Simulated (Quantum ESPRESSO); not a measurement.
# Si3S (Im-3m) in Quantum ESPRESSO: further runs

One crystal, Si3S, is run at these levels: PBE; tasks: phonons.

All numbers are computed with Quantum ESPRESSO 7.5; they aren't measurements. Logs are shortened: lines on timing, memory, paths and dates and some standing lists are left out, and cuts for length are marked.

## Step 1: The structure

It takes space group Im-3m (No. 229, cubic). Conventional cell: a = 5.051 Å, b = 5.051 Å, c = 5.051 Å, α = 90.00°, β = 90.00°, γ = 90.00°. Around Si (site symmetry 4/mmm) lie 4 Si at 2.53 Å and 2 S at 2.53 Å. Around S (site symmetry m-3m) lie 6 Si at 2.53 Å.

The cell was built by a generator and needn't be a form met in nature.

## Step 2: Phonons, PBE

File pw.in:

```
&CONTROL
  calculation = 'scf'
  prefix = 'pwscf'
  outdir = './tmp'
  pseudo_dir = './pseudo'
  tprnfor = .true.
  tstress = .true.
  disk_io = 'low'
/
&SYSTEM
  ibrav = 0
  nat = 4
  ntyp = 2
  ecutwfc = 52
  nbnd = 15
  occupations = 'smearing'
  smearing = 'fd'
  degauss = 0.00367493
/
&ELECTRONS
  conv_thr = 8d-10
  electron_maxstep = 120
  mixing_beta = 0.5
/
ATOMIC_SPECIES
Si    28.0850 Si.upf
S     32.0600 S.upf
CELL_PARAMETERS angstrom
  -2.5254800000    2.5254800000    2.5254800000
   2.5254800000   -2.5254800000    2.5254800000
   2.5254800000    2.5254800000   -2.5254800000
ATOMIC_POSITIONS crystal
Si     0.0000000000    0.5000000000    0.5000000000
Si     0.5000000000    0.0000000000    0.5000000000
Si     0.5000000000    0.5000000000    0.0000000000
S      0.0000000000    0.0000000000    0.0000000000
K_POINTS automatic
6 6 6 1 1 1
```

File relax.in:

```
&CONTROL
  calculation = 'vc-relax'
  prefix = 'pwscf'
  outdir = './tmp'
  pseudo_dir = './pseudo'
  tprnfor = .true.
  tstress = .true.
  disk_io = 'low'
  nstep = 40
  forc_conv_thr = 0.0001
  etot_conv_thr = 1d-06
/
&SYSTEM
  ibrav = 0
  nat = 4
  ntyp = 2
  ecutwfc = 52
  nbnd = 15
  occupations = 'smearing'
  smearing = 'fd'
  degauss = 0.00367493
/
&ELECTRONS
  conv_thr = 8d-10
  electron_maxstep = 120
  mixing_beta = 0.5
/
&IONS
  ion_dynamics = 'bfgs'
/
&CELL
  cell_dynamics = 'bfgs'
  press = 0
  press_conv_thr = 0.2
/
ATOMIC_SPECIES
Si    28.0850 Si.upf
S     32.0600 S.upf
CELL_PARAMETERS angstrom
  -2.5254800000    2.5254800000    2.5254800000
   2.5254800000   -2.5254800000    2.5254800000
   2.5254800000    2.5254800000   -2.5254800000
ATOMIC_POSITIONS crystal
Si     0.0000000000    0.5000000000    0.5000000000
Si     0.5000000000    0.0000000000    0.5000000000
Si     0.5000000000    0.5000000000    0.0000000000
S      0.0000000000    0.0000000000    0.0000000000
K_POINTS automatic
6 6 6 1 1 1
```

File scf2.in:

```
&CONTROL
  calculation = 'scf'
  prefix = 'pwscf'
  outdir = './tmp'
  pseudo_dir = './pseudo'
  tprnfor = .true.
  tstress = .true.
  disk_io = 'low'
/
&SYSTEM
  ibrav = 0
  nat = 4
  ntyp = 2
  ecutwfc = 52
  nbnd = 15
  occupations = 'smearing'
  smearing = 'fd'
  degauss = 0.00367493
/
&ELECTRONS
  conv_thr = 1d-13
  electron_maxstep = 120
  mixing_beta = 0.5
  startingpot = 'file'
  startingwfc = 'file'
/
ATOMIC_SPECIES
Si    28.0850 Si.upf
S     32.0600 S.upf
CELL_PARAMETERS angstrom
  -2.5193780904    2.5193780904    2.5193780904
   2.5193780904   -2.5193780904    2.5193780904
   2.5193780904    2.5193780904   -2.5193780904
ATOMIC_POSITIONS crystal
Si     0.0000000000    0.5000000000    0.5000000000
Si     0.5000000000    0.0000000000    0.5000000000
Si     0.5000000000    0.5000000000    0.0000000000
S      0.0000000000    0.0000000000    0.0000000000
K_POINTS automatic
6 6 6 1 1 1
```

File ph.in:

```
phonons of Si3S
&INPUTPH
  prefix = 'pwscf'
  outdir = './tmp'
  tr2_ph = 1d-18
  fildyn = 'dyn'
  niter_ph = 90
  alpha_mix(1) = 0.4
/
0.0000000000 0.0000000000 0.0000000000
```

File dynmat.in:

```
&INPUT
  fildyn = 'dyn'
  asr = 'crystal'
  filout = 'dynmat.disp'
  fileig = 'dynmat.eig'
/
```

Potentials or basis: PseudoDojo 0.4.1 SR PBE standard.

Started as:

```bash
$ OMP_NUM_THREADS=1 pw.x -in pw.in > pw.out
$ OMP_NUM_THREADS=1 pw.x -in relax.in > relax.out
$ OMP_NUM_THREADS=1 pw.x -in scf2.in > scf2.out
$ OMP_NUM_THREADS=1 ph.x -in ph.in > ph.out
$ OMP_NUM_THREADS=1 dynmat.x -in dynmat.in > dynmat.out
```

pw.out:

```text
This program is part of the open-source Quantum ESPRESSO suite
     for quantum simulation of materials; please cite
[... 9 lines left out ...]
     --------------------
     sticks:   dense  smooth     PW     G-vecs:    dense   smooth      PW
     Sum        1051    1051    311                21913    21913    3511

     Using Slab Decomposition

     bravais-lattice index     =            0
     lattice parameter (alat)  =       8.2662  a.u.
     unit-cell volume          =     434.7989 (a.u.)^3
     number of atoms/cell      =            4
     number of atomic types    =            2
     number of electrons       =        18.00
     number of Kohn-Sham states=           15
     kinetic-energy cutoff     =      52.0000  Ry
     charge density cutoff     =     208.0000  Ry
     scf convergence threshold =      8.0E-10
     mixing beta               =       0.5000
     number of iterations used =            8  plain     mixing
     Exchange-correlation= PBE
                           (   1   4   3   4   0   0   0)

     celldm(1)=   8.266153  celldm(2)=   0.000000  celldm(3)=   0.000000
     celldm(4)=   0.000000  celldm(5)=   0.000000  celldm(6)=   0.000000

     crystal axes: (cart. coord. in units of alat)
               a(1) = (  -0.577350   0.577350   0.577350 )
               a(2) = (   0.577350  -0.577350   0.577350 )
               a(3) = (   0.577350   0.577350  -0.577350 )

     reciprocal axes: (cart. coord. in units 2 pi/alat)
               b(1) = ( -0.000000  0.866025  0.866025 )
               b(2) = (  0.866025 -0.000000  0.866025 )
               b(3) = (  0.866025  0.866025  0.000000 )

     PseudoPot. # 1 for Si read from file:
     Si.upf
     Pseudo is Norm-conserving + core correction, Zval =  4.0
     Generated using ONCVPSP code by D. R. Hamann
     Using radial grid of 1510 points,  6 beta functions with:
                l(1) =   0
                l(2) =   0
                l(3) =   1
                l(4) =   1
                l(5) =   2
                l(6) =   2

     PseudoPot. # 2 for S  read from file:
     S.upf
     Pseudo is Norm-conserving + core correction, Zval =  6.0
     Generated using ONCVPSP code by D. R. Hamann
     Using radial grid of 1146 points,  6 beta functions with:
                l(1) =   0
                l(2) =   0
                l(3) =   1
                l(4) =   1
                l(5) =   2
                l(6) =   2

     atomic species   valence    mass     pseudopotential
     Si                4.00    28.08500     Si( 1.00)
     S                 6.00    32.06000     S ( 1.00)

     48 Sym. Ops., with inversion, found

   Cartesian axes

     site n.     atom                  positions (alat units)
         1        Si     tau(   1) = (   0.5773503   0.0000000   0.0000000  )
         2        Si     tau(   2) = (   0.0000000   0.5773503   0.0000000  )
         3        Si     tau(   3) = (   0.0000000   0.0000000   0.5773503  )
         4        S      tau(   4) = (   0.0000000   0.0000000   0.0000000  )

     number of k points=    14  Fermi-Dirac smearing, width (Ry)=  0.0037
                       cart. coord. in units 2pi/alat
        k(    1) = (   0.1443376   0.1443376   0.1443376), wk =   0.0740741
        k(    2) = (   0.2886751   0.2886751   0.1443376), wk =   0.2222222
        k(    3) = (   0.4330127   0.4330127   0.1443376), wk =   0.1111111
        k(    4) = (   0.0000000   0.0000000   0.1443376), wk =   0.0555556
        k(    5) = (   0.4330127   0.2886751   0.2886751), wk =   0.2222222
        k(    6) = (   0.0000000  -0.1443376   0.2886751), wk =   0.2222222
        k(    7) = (  -0.0000000  -0.2886751   0.4330127), wk =   0.2222222
        k(    8) = (   0.1443376  -0.1443376   0.4330127), wk =   0.2222222
        k(    9) = (  -0.7216878  -0.2886751  -0.2886751), wk =   0.2222222
        k(   10) = (   0.4330127   0.4330127   0.4330127), wk =   0.0185185
        k(   11) = (   0.0000000   0.0000000   0.4330127), wk =   0.0555556
        k(   12) = (  -0.0000000  -0.1443376   0.5773503), wk =   0.2222222
        k(   13) = (  -0.7216878  -0.1443376  -0.1443376), wk =   0.0740741
        k(   14) = (  -0.0000000  -0.0000000   0.7216878), wk =   0.0555556

     Dense  grid:    21913 G-vectors     FFT dimensions: (  40,  40,  40)

     Initial potential from superposition of free atoms

     starting charge      17.9981, renormalised to      18.0000
     Starting wfcs are   16 randomized atomic wfcs

     Self-consistent Calculation

     iteration #  1     ecut=    52.00 Ry     beta= 0.50
     Davidson diagonalization with overlap
     ethr =  1.00E-02,  avg # of iterations =  5.0

     Threshold (ethr) on eigenvalues was too large:
     Diagonalizing with lowered threshold

     Davidson diagonalization with overlap
     ethr =  2.11E-04,  avg # of iterations =  5.8

     total energy              =     -47.43192347 Ry
     estimated scf accuracy    <       0.03763950 Ry

     iteration #  2     ecut=    52.00 Ry     beta= 0.50
     Davidson diagonalization with overlap
     ethr =  2.09E-04,  avg # of iterations =  1.0

     total energy              =     -47.43185044 Ry
     estimated scf accuracy    <       0.00759383 Ry

     iteration #  3     ecut=    52.00 Ry     beta= 0.50
     Davidson diagonalization with overlap
     ethr =  4.22E-05,  avg # of iterations =  1.3

     total energy              =     -47.43221356 Ry
     estimated scf accuracy    <       0.00010456 Ry

     iteration #  4     ecut=    52.00 Ry     beta= 0.50
     Davidson diagonalization with overlap
     c_bands:  1 eigenvalues not converged
     ethr =  5.81E-07,  avg # of iterations =  7.6

     total energy              =     -47.43226368 Ry
     estimated scf accuracy    <       0.00002176 Ry

     iteration #  5     ecut=    52.00 Ry     beta= 0.50
     Davidson diagonalization with overlap
     ethr =  1.21E-07,  avg # of iterations =  2.0

     total energy              =     -47.43226653 Ry
     estimated scf accuracy    <       0.00000080 Ry

     iteration #  6     ecut=    52.00 Ry     beta= 0.50
     Davidson diagonalization with overlap
     ethr =  4.47E-09,  avg # of iterations =  2.8

     total energy              =     -47.43226685 Ry
     estimated scf accuracy    <       0.00000014 Ry

     iteration #  7     ecut=    52.00 Ry     beta= 0.50
     Davidson diagonalization with overlap
     ethr =  7.69E-10,  avg # of iterations =  2.0

     total energy              =     -47.43226687 Ry
     estimated scf accuracy    <          1.0E-09 Ry

     iteration #  8     ecut=    52.00 Ry     beta= 0.50
     Davidson diagonalization with overlap
     ethr =  5.63E-12,  avg # of iterations =  5.0

     End of self-consistent calculation

          k = 0.1443 0.1443 0.1443 (  2758 PWs)   bands (ev):

    -5.9817  -0.2651   2.8787   2.8787   4.7093   5.0850   5.0850   6.6697
     7.8171   7.8171  11.8910  12.2821  12.2821  12.8534  12.8534

          k = 0.2887 0.2887 0.1443 (  2754 PWs)   bands (ev):

    -5.4949  -1.0499   1.3506   2.0696   4.4579   5.7047   6.4511   6.7763
     9.3097   9.5105  10.4398  11.1257  12.9934  14.6785  14.8630

          k = 0.4330 0.4330 0.1443 (  2762 PWs)   bands (ev):

    -5.1753  -1.4860   0.7660   1.7894   4.2874   5.8221   7.1948   7.7036
     8.9871   9.4478  11.0212  11.6925  12.6519  13.9312  14.8845

          k = 0.0000 0.0000 0.1443 (  2763 PWs)   bands (ev):

    -6.1803   0.1812   3.8827   3.8827   4.0527   4.2805   6.0785   6.0785
     6.3039   7.8437  10.8180  11.3791  11.3791  12.8320  15.1104

          k = 0.4330 0.2887 0.2887 (  2767 PWs)   bands (ev):

    -5.1352  -1.0912  -0.0240   1.2751   5.5108   6.1764   7.1460   7.9978
     8.9013  10.2299  10.8040  11.1997  11.4349  13.4340  14.8657

          k = 0.0000-0.1443 0.2887 (  2758 PWs)   bands (ev):

    -5.8002  -0.6056   2.3231   3.4659   3.5452   4.6989   5.7419   6.5030
     8.1758   9.7086  10.3728  11.9027  13.1143  13.1991  14.1869

          k =-0.0000-0.2887 0.4330 (  2740 PWs)   bands (ev):

    -5.2958  -1.4172   1.2467   3.0504   3.1351   5.4350   5.7686   7.2926
     8.7968  10.0908  11.4930  11.9754  13.9259  14.1882  15.4081

          k = 0.1443-0.1443 0.4330 (  2750 PWs)   bands (ev):

    -5.3707  -1.0667   0.8335   3.2835   3.7619   4.2849   6.7885   6.8730
     7.8467  10.2102  11.6939  12.8463  13.5146  14.0839  14.9903

          k =-0.7217-0.2887-0.2887 (  2751 PWs)   bands (ev):

    -5.1060  -1.1918   0.0302   3.1239   3.6403   5.1390   5.7856   6.9727
     8.6904  11.6039  12.0941  12.2236  13.4880  14.0694  15.8292

          k = 0.4330 0.4330 0.4330 (  2760 PWs)   bands (ev):

    -5.0213  -0.3164  -0.3164  -0.3164   7.0949   7.0949   7.0949   9.6904
    10.0002  10.0002  10.0353  10.0353  10.0353  13.0021  13.0021

          k = 0.0000 0.0000 0.4330 (  2739 PWs)   bands (ev):

    -5.4877  -0.8472   1.8810   2.7853   2.7853   5.0300   6.4474   6.4474
     7.1901  10.2833  11.9425  12.2530  14.8371  14.8371  15.2363

          k =-0.0000-0.1443 0.5774 (  2737 PWs)   bands (ev):

    -5.1108  -0.9838   0.6347   2.3415   3.3335   4.8933   5.2631   6.7478
     8.0933  12.1857  12.8888  13.4238  14.0682  14.7778  15.3683

          k =-0.7217-0.1443-0.1443 (  2739 PWs)   bands (ev):

    -4.9773  -0.3329  -0.3329   2.5855   3.3850   3.3850   5.4069   8.0189
     8.0189  11.3598  14.3260  14.3260  14.3519  15.3575  15.3576

          k =-0.0000-0.0000 0.7217 (  2739 PWs)   bands (ev):

    -4.9204  -0.2489   0.6528   1.8585   1.8585   2.9296   7.2454   7.7692
     7.7692  11.0883  13.7621  14.7350  14.7350  14.9716  16.5657

     the Fermi energy is     9.3158 ev

!    total energy              =     -47.43226688 Ry
     estimated scf accuracy    <          1.5E-10 Ry
     smearing contrib. (-TS)   =      -0.00075407 Ry
     internal energy E=F+TS    =     -47.43151280 Ry

     The total energy is F=E-TS. E is the sum of the following terms:
     one-electron contribution =      14.68527205 Ry
     hartree contribution      =       2.63763859 Ry
     xc contribution           =     -15.66820927 Ry
     ewald contribution        =     -49.08621418 Ry

     convergence has been achieved in   8 iterations

     Forces acting on atoms (cartesian axes, Ry/au):

     atom    1 type  1   force =    -0.00000000   -0.00000000    0.00000000
     atom    2 type  1   force =     0.00000000   -0.00000000    0.00000000
     atom    3 type  1   force =    -0.00000000   -0.00000000    0.00000000
     atom    4 type  2   force =    -0.00000000    0.00000000   -0.00000000

     Total force =     0.000000     Total SCF correction =     0.000000

     Computing stress (Cartesian axis) and pressure

          total   stress  (Ry/bohr**3)                   (kbar)     P=       -7.18
  -0.00004878   0.00000000   0.00000000           -7.18        0.00        0.00
   0.00000000  -0.00004878   0.00000000            0.00       -7.18        0.00
   0.00000000   0.00000000  -0.00004878            0.00        0.00       -7.18

=------------------------------------------------------------------------------=
   JOB DONE.
=------------------------------------------------------------------------------=
```

Wall time 3.8 min (1 thread of Arm Neoverse V2, shared host); peak memory 0.08 GiB.

Results:

```yaml
Free_energy: -645.3499 eV
Relaxed_volume: 15.99 Å³/atom
Relaxed_cell: a = 4.364 Å, b = 4.364 Å, c = 4.364 Å, α = 109.47°, β = 109.47°, γ = 109.47°
Space_group_after_relaxing_to_0.05_Å: Im-3m (No. 229)
Pressure_after_relaxing: 0.0 GPa
Band_gap_on_the_k_mesh: none (metal or under the smearing width)
Highest_phonon_frequency_at_Γ: 326 cm⁻¹
Most_unstable_mode: 149i cm⁻¹
```

The path:
```csv
step,energy change (eV),largest force (eV/Å),pressure (GPa),volume (Å³)
1,0.0000,0.0000,-0.72,64.43
2,-0.0008,0.0000,-0.36,64.20
3,-0.0010,0.0000,0.00,63.96
4,-0.0010,0.0000,0.00,63.96
```

Final structure:
```
Si S
1.0
    -2.51938    2.51938    2.51938
     2.51938   -2.51938    2.51938
     2.51938    2.51938   -2.51938
Si S
3 1
Direct
  0.00000 0.50000 0.50000
  0.50000 0.00000 0.50000
  0.50000 0.50000 0.00000
  0.00000 0.00000 0.00000
```

Levels at points of the mesh, in eV from the Fermi level:
```
           k point  band 7  band 8  band 9  band 10  band 11  band 12
(0.08, 0.08, 0.08)   -4.25   -2.67   -1.50    -1.50     2.55     2.95
```

Phonon frequencies in cm⁻¹ (negative: imaginary):
```tsv
q point	frequencies
(0.000, 0.000, 0.000)	-149 -149 -149 0 0 0 210 210 210 326 326 326
```

Optical modes at Γ, degenerate ones joined:
| cm⁻¹ | components | symmetry | active in |
| --- | --- | --- | --- |
| 149i | 3 | T1u | IR |
| 210 | 3 | T1u | IR |
| 326 | 3 | T2u | silent |

Caveat: the k mesh is coarse; the mesh is thin for the phonons of a metal; some modes are imaginary.

(Continued in part 2 of 3.)
